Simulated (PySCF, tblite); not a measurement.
**C₆H₉O₂ radical: geometry, infrared bands and EPR parameters**

Wanted: the infrared bands and EPR parameters of C₆H₉O₂ radical (`C[CH]C(=O)CC(C)=O`), by calculation.

Programs: tblite 0.8.0 and PySCF 2.14.0, with density-fitted response routines of our own. Each step states its level of theory. These are calculated values for one molecule in the gas phase, unless marked as measured. Atoms are numbered from 0 throughout.

**1. The starting structure**

17 atoms, charge 0, multiplicity 2; geometry from: force field or distance geometry start.

Bonds of the start (Å): C0–C1 1.52, C1–C2 1.48, C2–O3 1.20, C2–C4 1.51, C4–C5 1.48, C5–C6 1.48, C5–O7 1.20, C0–H8 1.11, C0–H9 1.11, C0–H10 1.11, C1–H11 1.12, C4–H12 1.14, C4–H13 1.09, C6–H14 1.10, C6–H15 1.14, C6–H16 1.13.

**2. Relaxing the molecule with GFN2-xTB**

The job: settings as JSON, then the geometry in Å.

```
{"job": {"kind": "relax", "xc": "GFN2-xTB", "basis": "xTB"}, "charge": 0, "multiplicity": 2}
C      2.572600     0.382000     0.512000
C      1.906000    -0.586900    -0.456100
C      0.451500    -0.730600    -0.222700
O     -0.046900    -1.559400     0.495600
C     -0.455200     0.228300    -0.947800
C     -1.889200    -0.022800    -0.675200
C     -2.380800     0.298100     0.685800
O     -2.665400    -0.470300    -1.480800
H      2.960600     1.215400    -0.102100
H      3.404000    -0.118000     1.051600
H      1.820800     0.729500     1.244100
H      2.414400    -1.582000    -0.447600
H     -0.290200    -0.057800    -2.042700
H     -0.134200     1.257200    -0.775500
H     -2.308200     1.372500     0.931000
H     -1.890500    -0.365300     1.473700
H     -3.476100     0.022200     0.746700
```

Launch:

```console
OMP_NUM_THREADS=1 python probes_run.py task.json out
```

The driver reads the jobs from task.json and runs them one after another.

Standard output:

```text
step      E/eV     max force
  0    -692.37681    2.344
  1    -692.64528    1.551
  2    -692.73580    0.985
  3    -692.77918    0.804
  4    -692.81177    0.541
  5    -692.83481    0.562
  6    -692.85172    0.538
  7    -692.86980    0.470
  8    -692.88575    0.314
  9    -692.90315    0.335
 10    -692.92332    0.466
 11    -692.95513    0.634
 12    -692.98875    0.623
 13    -693.01478    0.355
 14    -693.02791    0.238
 15    -693.03872    0.249
 16    -693.05057    0.265
 17    -693.06312    0.268
 18    -693.07642    0.350
 19    -693.09230    0.357
 20    -693.11270    0.387
 21    -693.14801    0.483
 22    -693.18022    0.407
 23    -693.21360    0.433
 24    -693.24419    0.520
 25    -693.27196    0.417
 26    -693.26461    2.125
 27    -693.30994    0.319
 28    -693.32129    0.237
 29    -693.33735    0.294
 30    -693.34258    0.193
 31    -693.34627    0.144
 32    -693.34842    0.138
 33    -693.35038    0.100
 34    -693.35237    0.092
 35    -693.35318    0.081
 36    -693.35427    0.087
 37    -693.35517    0.076
 38    -693.35640    0.088
 39    -693.35790    0.135
 40    -693.35988    0.144
 41    -693.36201    0.155
 42    -693.36390    0.125
 43    -693.36543    0.083
 44    -693.36689    0.119
 45    -693.36863    0.124
 46    -693.37054    0.098
 47    -693.37232    0.103
 48    -693.37378    0.094
 49    -693.37511    0.112
 50    -693.37624    0.089
 51    -693.37723    0.061
 52    -693.37795    0.057
 53    -693.37859    0.056
 54    -693.37918    0.050
 55    -693.37979    0.061
 56    -693.38046    0.059
 57    -693.38120    0.066
 58    -693.38192    0.066
 59    -693.38264    0.072
 60    -693.38351    0.089
 61    -693.38468    0.095
 62    -693.38618    0.087
 63    -693.38771    0.085
 64    -693.38909    0.099
 65    -693.39043    0.129
 66    -693.39186    0.139
 67    -693.39340    0.122
 68    -693.39485    0.088
 69    -693.39596    0.128
 70    -693.39682    0.145
 71    -693.39786    0.117
 72    -693.39940    0.060
 73    -693.40037    0.174
 74    -693.40151    0.090
 75    -693.40236    0.102
 76    -693.40313    0.088
 77    -693.40371    0.046
 78    -693.40422    0.083
 79    -693.40448    0.056
 80    -693.40474    0.039
 81    -693.40508    0.045
 82    -693.40557    0.076
 83    -693.40616    0.104
 84    -693.40672    0.097
 85    -693.40722    0.057
 86    -693.40779    0.049
 87    -693.40846    0.101
 88    -693.40929    0.113
 89    -693.41049    0.125
 90    -693.41209    0.114
 91    -693.41426    0.132
 92    -693.41606    0.148
 93    -693.41874    0.230
 94    -693.42118    0.187
 95    -693.42579    0.177
 96    -693.42907    0.151
 97    -693.43128    0.111
 98    -693.43222    0.204
 99    -693.43314    0.211
100    -693.43527    0.105
101    -693.43690    0.083
102    -693.43883    0.082
103    -693.44015    0.092
104    -693.44108    0.076
105    -693.44215    0.080
106    -693.44358    0.080
107    -693.44489    0.092
108    -693.44586    0.080
109    -693.44667    0.118
110    -693.44741    0.070
111    -693.44840    0.074
112    -693.44909    0.071
113    -693.44967    0.081
114    -693.45012    0.057
115    -693.45050    0.041
116    -693.45086    0.043
117    -693.45118    0.045
118    -693.45141    0.045
119    -693.45161    0.045
120    -693.45183    0.040
121    -693.45202    0.038
122    -693.45217    0.029
123    -693.45229    0.025
124    -693.45241    0.024
125    -693.45253    0.032
126    -693.45265    0.033
127    -693.45277    0.028
128    -693.45289    0.026
129    -693.45303    0.027
130    -693.45317    0.029
131    -693.45330    0.027
132    -693.45342    0.037
133    -693.45357    0.036
134    -693.45379    0.041
135    -693.45408    0.053
136    -693.45443    0.063
137    -693.45484    0.064
138    -693.45543    0.059
139    -693.45640    0.082
140    -693.45805    0.136
141    -693.46036    0.170
142    -693.46352    0.138
143    -693.46647    0.212
144    -693.46931    0.107
145    -693.46939    0.321
146    -693.46560    0.411
147    -693.46885    0.298
148    -693.46437    0.535
149    -693.47692    0.105
150    -693.47870    0.108
151    -693.48136    0.202
152    -693.48398    0.334
153    -693.48660    0.211
154    -693.48744    0.256
155    -693.48974    0.117
156    -693.49143    0.266
157    -693.49452    0.273
158    -693.49994    0.185
159    -693.49529    0.605
160    -693.50668    0.258
161    -693.51175    0.160
162    -693.52033    0.446
163    -693.52955    0.396
164    -693.54467    0.334
165    -693.55143    0.624
166    -693.50097    1.314
167    -693.52749    1.535
168    -693.49034    1.943
169    -693.56558    0.715
170    -693.57401    0.437
171    -693.59143    0.214
172    -693.59591    0.168
173    -693.60312    0.266
174    -693.61119    0.248
175    -693.61522    0.240
176    -693.61228    0.544
177    -693.62172    0.196
178    -693.62368    0.170
179    -693.62897    0.154
180    -693.63241    0.273
181    -693.63681    0.228
182    -693.63937    0.091
183    -693.64080    0.123
184    -693.64190    0.096
185    -693.64267    0.071
186    -693.64323    0.054
187    -693.64375    0.059
188    -693.64453    0.062
189    -693.64533    0.066
190    -693.64627    0.091
191    -693.64766    0.099
192    -693.64970    0.107
193    -693.65209    0.118
194    -693.65429    0.077
195    -693.65594    0.112
196    -693.65708    0.080
197    -693.65786    0.079
198    -693.65846    0.074
199    -693.65897    0.058
200    -693.65940    0.054
201    -693.65970    0.051
202    -693.65993    0.029
203    -693.66006    0.031
204    -693.66014    0.027
205    -693.66019    0.022
206    -693.66025    0.024
207    -693.66030    0.021
208    -693.66036    0.018
209    -693.66043    0.020
210    -693.66055    0.027
211    -693.66070    0.031
212    -693.66080    0.020
213    -693.66084    0.010
214    -693.66085    0.007
```

It took 1.4 s on 1 thread of Arm Neoverse V1, shared host.

Relaxation path: (not every step is listed)

```
step  energy from step 0 (eV)  largest force (eV/Å)
   0                   0.0000                2.3440
   1                  -0.2685                1.5506
   2                  -0.3590                0.9849
   3                  -0.4024                0.8042
   4                  -0.4350                0.5409
   5                  -0.4580                0.5617
   6                  -0.4749                0.5377
   7                  -0.4930                0.4702
   8                  -0.5089                0.3141
  28                  -0.9445                0.2373
  48                  -0.9970                0.0942
  68                  -1.0180                0.0879
  88                  -1.0325                0.1131
 108                  -1.0691                0.0799
 128                  -1.0761                0.0263
 148                  -1.0876                0.5353
 168                  -1.1135                1.9426
 188                  -1.2677                0.0621
 208                  -1.2835                0.0181
 209                  -1.2836                0.0202
 210                  -1.2837                0.0272
 211                  -1.2839                0.0307
 212                  -1.2840                0.0195
 213                  -1.2840                0.0103
 214                  -1.2840                0.0071
```

Distances of close pairs at the start and the end, largest changes first:

```
  bond  before (Å)  after (Å)  change (Å)
 C1–C2       1.480      1.417      -0.063
C4–H12       1.144      1.087      -0.056
 C0–C1       1.523      1.468      -0.055
C6–H15       1.141      1.089      -0.052
C6–H16       1.131      1.087      -0.044
C1–H11       1.117      1.081      -0.037
 C4–C5       1.481      1.512      +0.031
 C2–C4       1.506      1.535      +0.029
```

The end geometry stands in the next job.

**3. Vibrational analysis with GFN2-xTB**

The job: settings as JSON, then the geometry in Å.

```
{"job": {"kind": "ir", "xc": "GFN2-xTB", "basis": "xTB"}, "charge": 0, "multiplicity": 2}
C      2.166760     0.051130    -0.879942
C      1.695195    -0.702572     0.288263
C      0.533260    -0.396152     1.039559
O      0.128994    -1.099415     1.964700
C     -0.276626     0.836304     0.613285
C     -1.178196     0.342558    -0.496200
C     -2.467108    -0.247404    -0.010020
O     -0.844368     0.372886    -1.656908
H      1.351336     0.173494    -1.602463
H      3.007408    -0.443581    -1.357620
H      2.469999     1.064636    -0.601931
H      2.235983    -1.584054     0.601713
H      0.378252     1.626539     0.254659
H     -0.864866     1.170089     1.465513
H     -3.107011     0.546221     0.372036
H     -2.255732    -0.931936     0.810362
H     -2.980278    -0.766713    -0.814914
```

Standard output:

```text
mode    cm-1     km/mol
  1      71.4      9.14
  2      86.2     17.98
  3     132.8      1.75
  4     169.8      0.51
  5     176.2      0.82
  6     198.5      4.19
  7     249.3      0.68
  8     384.0      3.01
  9     460.4      5.87
 10     491.7      0.60
 11     497.2      4.80
 12     532.2     28.88
 13     590.2     10.60
 14     690.9     19.66
 15     824.4      6.73
 16     860.8      7.06
 17     938.9     16.67
 18     956.5      6.87
 19     981.3      2.81
 20    1001.9     14.08
 21    1039.8     51.36
 22    1097.5     11.60
 23    1135.0     77.10
 24    1181.2    171.04
 25    1197.8     66.37
 26    1238.6     24.87
 27    1366.1     50.44
 28    1368.1      7.15
 29    1389.1     61.69
 30    1428.4     18.50
 31    1431.0      6.05
 32    1446.6      6.67
 33    1450.8     10.39
 34    1463.6      6.67
 35    1587.0    277.16
 36    1749.9    276.43
 37    2915.3     21.44
 38    2952.3      8.24
 39    3016.3      2.34
 40    3023.5      0.01
 41    3025.1      7.10
 42    3035.4     12.04
 43    3056.2     11.56
 44    3057.2     11.85
 45    3084.9     10.56
```

Run time: 0.52 s. Hardware: 1 thread of Arm Neoverse V1, shared host.

Which atoms move in the most intense modes:

```
cm⁻¹  km/mol                                  atoms
1040    51.4                       C4 16 %, H9 15 %
1135    77.1              C1 30 %, C0 22 %, H8 10 %
1181   171.0                      C5 43 %, H11 16 %
1198    66.4            H13 40 %, H12 31 %, C4 20 %
1366    50.4  H15 17 %, H14 16 %, H8 16 %, H10 13 %
1389    61.7              C1 48 %, C2 12 %, C0 12 %
1587   277.2                       C2 62 %, O3 34 %
1750   276.4                       C5 62 %, O7 36 %
```

**4. g tensor and hyperfine couplings: B3LYP/pcH-1**

Settings changed since step 3:

```diff
@@ -1,2 +1,2 @@
-{"job": {"kind": "ir", "xc": "GFN2-xTB", "basis": "xTB"}, "charge": 0, "multiplicity": 2}
+{"job": {"kind": "epr", "basis": "pcH-1"}, "charge": 0, "multiplicity": 2}
 C      2.166760     0.051130    -0.879942
```

Level: UKS B3LYP, pcH-1 on C H O, non-relativistic, mean-field spin-orbit, GIAO.

Standard output:

```text
UKS, coarse grid
  cycle   1  E = -384.21607168  |g| = 8.34e-01
  cycle   2  E = -382.58661989  |g| = 2.06e+00
  cycle   3  E = -384.40964248  |g| = 3.91e-01
  cycle   4  E = -384.47750607  |g| = 1.62e-01
  cycle   5  E = -384.48416687  |g| = 9.12e-02
  cycle   6  E = -384.48748536  |g| = 1.87e-02
  cycle   7  E = -384.48770459  |g| = 8.35e-03
  cycle   8  E = -384.48776529  |g| = 4.10e-03
  cycle   9  E = -384.48778240  |g| = 1.13e-03
  cycle  10  E = -384.48778447  |g| = 7.17e-04
UKS, final grid
  cycle   1  E = -384.48771843  |g| = 9.84e-04
  cycle   2  E = -384.48771754  |g| = 1.93e-03
  cycle   3  E = -384.48771884  |g| = 2.51e-04
  cycle   4  E = -384.48771888  |g| = 8.19e-05
  cycle   5  E = -384.48771889  |g| = 5.47e-05
  cycle   6  E = -384.48771889  |g| = 2.33e-05
E = -384.48771889 Eh   <S^2> = 0.7624 (exact 0.7500)
g shifts (ppm)      1          2          3
  rmc          -192       -192       -192
  gc             -8         34         41
  oz_so         126       2148       5520
  total         -75       1990       5369
hyperfine (MHz)  atom isotope    a_iso     a_fc   dipolar eigenvalues
    0   13C     -25.40     -25.40     -3.37      0.04      3.32
    1   13C      62.55      62.55    -61.53    -61.48    123.01
    2   13C     -38.87     -38.87    -10.00      1.98      8.02
    3   17O     -20.85     -20.85    -96.01     47.93     48.08
    4   13C      -2.11      -2.11     -0.76     -0.23      0.99
    5   13C      -1.81      -1.81     -0.59     -0.09      0.69
    6   13C       2.93       2.93     -0.48     -0.38      0.86
    7   17O      -1.03      -1.03     -3.14      1.22      1.92
    8    1H     102.52     102.52     -5.36     -2.49      7.85
    9    1H       2.03       2.03     -3.62     -3.13      6.75
   10    1H     115.55     115.55     -4.90     -2.72      7.62
   11    1H     -49.36     -49.36    -27.52     -2.31     29.83
   12    1H       0.61       0.61     -2.75     -2.12      4.87
   13    1H      -1.04      -1.04     -2.10     -1.15      3.25
   14    1H      -0.82      -0.82     -0.79     -0.64      1.43
   15    1H      -0.17      -0.17     -2.00     -1.20      3.20
   16    1H       0.61       0.61     -0.82     -0.62      1.44
```

It took 95 s on 1 thread of Arm Neoverse V1, shared host; peak memory 1.1 GiB.

Principal g values 2.00224, 2.00431, 2.00769; g(iso) = 2.00475, against 2.00232 for a free electron.

Mean a(iso) over the nuclei that a row names, and the largest dipolar term of the row (other rows stand at the frozen geometry):

```
       nuclei  isotope  a(iso) (MHz)  a(iso) (G, at g = 2.0023)  largest dipolar term (MHz)
  H8, H9, H10       1H          73.4                       26.2                         7.8
           C1      13C          62.6                       22.3                       123.0
          H11       1H         -49.4                      -17.6                        29.8
           C2      13C         -38.9                      -13.9                       -10.0
           C0      13C         -25.4                       -9.1                        -3.4
           O3      17O         -20.9                       -7.4                       -96.0
           C6      13C           2.9                        1.0                         0.9
           C4      13C          -2.1                       -0.8                         1.0
           C5      13C          -1.8                       -0.6                         0.7
           O7      17O          -1.0                       -0.4                        -3.1
     H12, H13       1H          -0.2                       -0.1                         4.9
H14, H15, H16       1H          -0.1                        0.0                         3.2
```

Mulliken spin populations:

C0 -0.06; C1 0.78; C2 -0.09; O3 0.31; C4 0.00; C5 0.00; C6 0.00; O7 0.01; H8 0.04; H9 0.00; H10 0.05; H11 -0.03; H12 0.00; H13 0.00; H14 0.00; H15 0.00; H16 0.00

In first order the couplings over 0.8 MHz of 1H give 8 distinct lines over 96.2 G, if the averaged nuclei exchange fast.

The fields below are evaluated on a grid from the run's orbitals.

ELF in a plane through or near 7 of the atoms.

Ten even steps from '0' (0.00) to '9' (1.00):
```
0000000000000000000000000000
0000000000000000000000000000
0000000000000110000000000000
0000000000014554200000000000
0000000000027888730000000000
0000000121016729840000000000
0000001466335877500341000000
0000001377682263005973000000
0000000153287451017864100000
0000122379654432235677630000
0001688612610036387179851000
0002788722840033558577630000
0001465559980577842222100000
0000011149951883740000000000
0000000015501788751000000000
0000000000000456530000000000
0000000000000000000000000000
0000000000000000000000000000
0000000000000000000000000000
0000000000000000000000000000
```
The map spans 11.6 Å across and 9.7 Å up, centred on the molecule. Atoms in the plane (x, y in Å): C0 (-2.3, -0.5), C1 (-1.6, 0.8), C2 (-0.4, 1.2), O3 (0.1, 2.2), C5 (1.1, -0.7), O7 (0.6, -1.8), H8 (-1.6, -1.4).

On the surface of density 0.002 e/bohr³ the electrostatic potential runs, from the 1st to the 99th percentile, from -1.58 V near O3 to 1.14 V near H12.

The spin density lies nearest to C1 49 %; O3 25 %; C2 8 % (both signs); H11 7 %.

**5. Results**

| quantity | value |
| --- | --- |
| strongest single infrared mode (GFN2-xTB) | 1587 cm⁻¹, 277 km/mol |
| zero-point energy (GFN2-xTB) | 84.4 kcal/mol |
| g(iso) (B3LYP) | 2.00475 |
| ⟨S²⟩ | 0.762 (exact 0.75) |
| largest a(iso) (averaged by class) | 1H on H8, H9, H10, 73.4 MHz |
| surface potential, 1st and 99th percentile | -1.58 V and 1.14 V |

In words: Relaxing lowered the energy by 1.284 eV in 214 steps; the close pair that moved most is C1–C2, from 1.480 to 1.417 Å. All 45 modes are real, so the xTB geometry is a minimum. The strongest single mode, at 1587 cm⁻¹, moves mainly C2 and O3. Unscaled tight-binding wavenumbers are off by several per cent, some by more. Its intensities can rank the bands wrongly. C1 carries the largest spin population, 0.78 e. The isotropic g lies 2.4 ppt above the free-electron value.
